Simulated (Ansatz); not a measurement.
# C₅H₁₁HfNO₂Si: how energies converge with the basis set

How large a basis does C₅H₁₁HfNO₂Si need? Two functionals are run in growing sets.

Program: Ansatz 0.2.0, Gaussian basis. Level of theory: one geometry, several basis sets. These are calculated values, not measurements.

Plan: PBE0-D4/def2-SVP; ωB97M-V/def2-SVP; PBE0-D4/def2-QZVPP; ωB97M-V/def2-QZVPP; the functionals' def2-TZVPP values are taken from earlier runs.

## 1. The relaxed structure

The geometry comes from an earlier relaxation with PBE0-D4 in a triple-zeta def2 set; it is a stationary point, not always the lowest conformer. Hf takes the def2 core potential; no spin-orbit term is included.

SMILES `[NH2][Hf]1234([OH])([OH])[C@@H]5[C@H]1[C@H]2[C@@]3([SiH3])[C@@H]54`, 21 atoms, charge 0, spin multiplicity 1.

Atoms are counted from 1 here; the program's logs count them from 0.

Bond lengths: N1–Hf2 2.050 Å, N1–H11 1.012 Å, N1–H12 1.007 Å, Hf2–O3 1.946 Å, Hf2–O4 1.946 Å, Hf2–C5 2.552 Å, Hf2–C6 2.522 Å, Hf2–C7 2.524 Å, Hf2–C8 2.544 Å, Hf2–C10 2.553 Å, O3–H13 0.951 Å, O4–H14 0.952 Å, C5–C6 1.414 Å, C5–C10 1.404 Å, C5–H15 1.080 Å, C6–C7 1.410 Å, C6–H16 1.081 Å, C7–C8 1.418 Å and more. Angles: Hf2–N1–H11 121.0°, Hf2–N1–H12 130.5°, H11–N1–H12 108.5°, N1–Hf2–O3 106.9°, N1–Hf2–O4 105.1°, N1–Hf2–C5 111.5°, N1–Hf2–C6 135.6°, N1–Hf2–C7 115.8°, N1–Hf2–C8 85.0°, N1–Hf2–C10 83.2°, O3–Hf2–O4 101.9°, O3–Hf2–C5 89.8°, O3–Hf2–C6 99.0°, O3–Hf2–C7 131.0°, O3–Hf2–C8 143.1°, O3–Hf2–C10 112.8°, O4–Hf2–C5 136.3°, O4–Hf2–C6 104.0° and more.

Coordinates:

```mol
C5H11HfNO2Si
  3D, bonds by distance, orders not assigned

 21 25  0  0  0  0  0  0  0  0999 V2000
    1.3298   -1.0939   -1.3957 N   0  0
   -0.0591    0.4049   -1.2262 Hf  0  0
    0.5024    1.8357   -2.4190 O   0  0
   -1.6451   -0.2710   -2.1285 O   0  0
    0.4233    1.9034    0.7828 C   0  0
   -0.9814    1.8008    0.6608 C   0  0
   -1.3447    0.4689    0.9454 C   0  0
   -0.1709   -0.2771    1.2225 C   0  0
   -0.0664   -2.0776    1.6565 Si  0  0
    0.9197    0.6340    1.1201 C   0  0
    1.5176   -1.5308   -2.2885 H   0  0
    1.9241   -1.5167   -0.7009 H   0  0
    1.1408    2.4971   -2.6646 H   0  0
   -2.3563   -0.9037   -2.1099 H   0  0
    1.0099    2.7943    0.6125 H   0  0
   -1.6559    2.6008    0.3893 H   0  0
   -2.3513    0.0762    0.9211 H   0  0
   -1.0111   -2.8751    0.8325 H   0  0
   -0.4106   -2.2938    3.0888 H   0  0
    1.3235   -2.5587    1.4413 H   0  0
    1.9615    0.3824    1.2596 H   0  0
  1  2  8  0
  2  3  8  0
  2  4  8  0
  2  5  8  0
  5  6  8  0
  6  7  8  0
  7  8  8  0
  8  9  8  0
  8 10  8  0
  1 11  8  0
  1 12  8  0
  3 13  8  0
  4 14  8  0
  5 15  8  0
  6 16  8  0
  7 17  8  0
  9 18  8  0
  9 19  8  0
  9 20  8  0
 10 21  8  0
  2  6  8  0
  2  7  8  0
  2  8  8  0
  2 10  8  0
  5 10  8  0
M  END
```

## 2. PBE0-D4 in def2-SVP

Contents of in.yaml:

```yaml
crystal:
  periodic: [false, false, false]
  atoms:
    - {symbol: N, position_ang: [1.329849, -1.093873, -1.395662]}
    - {symbol: Hf, position_ang: [-0.059052, 0.404884, -1.226199]}
    - {symbol: O, position_ang: [0.502434, 1.835683, -2.419020]}
    - {symbol: O, position_ang: [-1.645067, -0.271003, -2.128533]}
    - {symbol: C, position_ang: [0.423331, 1.903357, 0.782805]}
    - {symbol: C, position_ang: [-0.981377, 1.800780, 0.660831]}
    - {symbol: C, position_ang: [-1.344702, 0.468900, 0.945445]}
    - {symbol: C, position_ang: [-0.170851, -0.277088, 1.222509]}
    - {symbol: Si, position_ang: [-0.066371, -2.077569, 1.656526]}
    - {symbol: C, position_ang: [0.919684, 0.634022, 1.120103]}
    - {symbol: H, position_ang: [1.517638, -1.530803, -2.288540]}
    - {symbol: H, position_ang: [1.924062, -1.516666, -0.700919]}
    - {symbol: H, position_ang: [1.140815, 2.497117, -2.664601]}
    - {symbol: H, position_ang: [-2.356325, -0.903743, -2.109869]}
    - {symbol: H, position_ang: [1.009868, 2.794266, 0.612453]}
    - {symbol: H, position_ang: [-1.655860, 2.600753, 0.389270]}
    - {symbol: H, position_ang: [-2.351298, 0.076160, 0.921103]}
    - {symbol: H, position_ang: [-1.011137, -2.875085, 0.832517]}
    - {symbol: H, position_ang: [-0.410604, -2.293812, 3.088850]}
    - {symbol: H, position_ang: [1.323467, -2.558707, 1.441347]}
    - {symbol: H, position_ang: [1.961483, 0.382438, 1.259573]}
basis:
  gaussian: {orbitals: def2-SVP}
hamiltonian: {xc: pbe0, dispersion: d4}
output: {orbitals: {seedname: orbitals}}
```

The run is started by

```bash
> ansatz run in.yaml --threads 4 --pin off --events-out ev --progress --plain --max-ram 63488MiB --backend cpu
```

After this run come: ωB97M-V in def2-SVP; PBE0-D4 in def2-QZVPP; ωB97M-V in def2-QZVPP.

**Question.** What will the summary of the whole plan be? Wanted: PBE0-D4: double and triple zeta above quadruple; ωB97M-V: double and triple zeta above quadruple.

**Answer**, as computed:

| quantity | value |
| --- | --- |
| PBE0-D4: double and triple zeta above quadruple | 16.54, 0.89 eV |
| ωB97M-V: double and triple zeta above quadruple | 16.95, 0.83 eV |

What this shows: For PBE0-D4 the step from double to triple zeta gains 15.65 eV and the next only 0.89 eV. These are total energies; as a rule much of such shifts cancels in differences, which this series doesn't test. The LUMO of ωB97M-V is positive and keeps falling with the basis (1.89 to 0.74 eV): an unbound level that the basis holds in place.
